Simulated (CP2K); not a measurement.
A run of CP2K 2026.2:

File hf_scf.inp:

```
&GLOBAL
  PROJECT hf_scf
  RUN_TYPE ENERGY_FORCE
  PRINT_LEVEL LOW
&END GLOBAL
&FORCE_EVAL
  METHOD QS
  STRESS_TENSOR ANALYTICAL
  &DFT
    BASIS_SET_FILE_NAME BASIS_MOLOPT_UZH
    POTENTIAL_FILE_NAME POTENTIAL_UZH
    &MGRID
      CUTOFF 450
      REL_CUTOFF 60
      NGRIDS 4
    &END MGRID
    &QS
      METHOD GPW
      EPS_DEFAULT 1.0E-10
    &END QS
    &KPOINTS
      SCHEME MONKHORST-PACK 10 10 5
      GAMMA_CENTERED T
      SYMMETRY T
      SYMMETRY_BACKEND SPGLIB
    &END KPOINTS
    &SCF
      SCF_GUESS ATOMIC
      EPS_SCF 1.0E-6
      MAX_SCF 100
      ADDED_MOS 16
      CHOLESKY OFF
      EPS_EIGVAL 1.0E-7
      &DIAGONALIZATION ON
        ALGORITHM STANDARD
      &END DIAGONALIZATION
      &MIXING ON
        METHOD BROYDEN_MIXING
        ALPHA 0.4
        BETA 1.5
        NBUFFER 8
      &END MIXING
      &SMEAR ON
        METHOD FERMI_DIRAC
        ELECTRONIC_TEMPERATURE [K] 580.226
      &END SMEAR
    &END SCF
    &XC
      &XC_FUNCTIONAL
        &GGA_X_PBE_SOL
        &END GGA_X_PBE_SOL
        &GGA_C_PBE_SOL
        &END GGA_C_PBE_SOL
      &END XC_FUNCTIONAL
    &END XC
    &PRINT
      &KPOINTS ON
      &END KPOINTS
      &MULLIKEN ON
      &END MULLIKEN
      &MO ON
        ENERGIES T
        OCCUPATION_NUMBERS T
        &EACH
          QS_SCF 0
        &END EACH
        ADD_LAST NUMERIC
      &END MO
      &LOWDIN ON
      &END LOWDIN
      &HIRSHFELD ON
        SHAPE_FUNCTION DENSITY
      &END HIRSHFELD
    &END PRINT
  &END DFT
  &SUBSYS
    &CELL
      A 3.1967000000 0.0000000000 0.0000000000
      B -1.5983500000 2.7684234083 0.0000000000
      C 0.0000000000 0.0000000000 5.0578000000
      PERIODIC XYZ
    &END CELL
    &COORD
      SCALED
      Hf  0.6707990000 0.3463000000 0.7545060000
      Hf  0.3256540000 0.6728700000 0.2466750000
    &END COORD
    &KIND Hf
      BASIS_SET TZVP-MOLOPT-PBE-GTH-q12
      POTENTIAL GTH-PBE-q12
    &END KIND
    &PRINT
      &ATOMIC_COORDINATES ON
      &END ATOMIC_COORDINATES
      &CELL ON
      &END CELL
    &END PRINT
  &END SUBSYS
  &PRINT
    &FORCES ON
    &END FORCES
    &STRESS_TENSOR ON
    &END STRESS_TENSOR
  &END PRINT
&END FORCE_EVAL
```

Potentials or basis: POTENTIAL_UZH Hf GTH-PBE-q12; TZVP-MOLOPT-PBE-GTH basis.

Launch:

```console
$ OMP_NUM_THREADS=1 cp2k.psmp -i hf_scf.inp -o hf_scf.out
```

Hardware: 1 thread of Arm Neoverse V2, on a shared host.

Question: Estimate the wall time of this run.

Answer: It took 110 s on 1 thread of Arm Neoverse V2, with other jobs on the host, peak memory 0.44 GiB. Counts: scf iterations 13, k points 252, basis 70, bands 28, force evaluations 1.
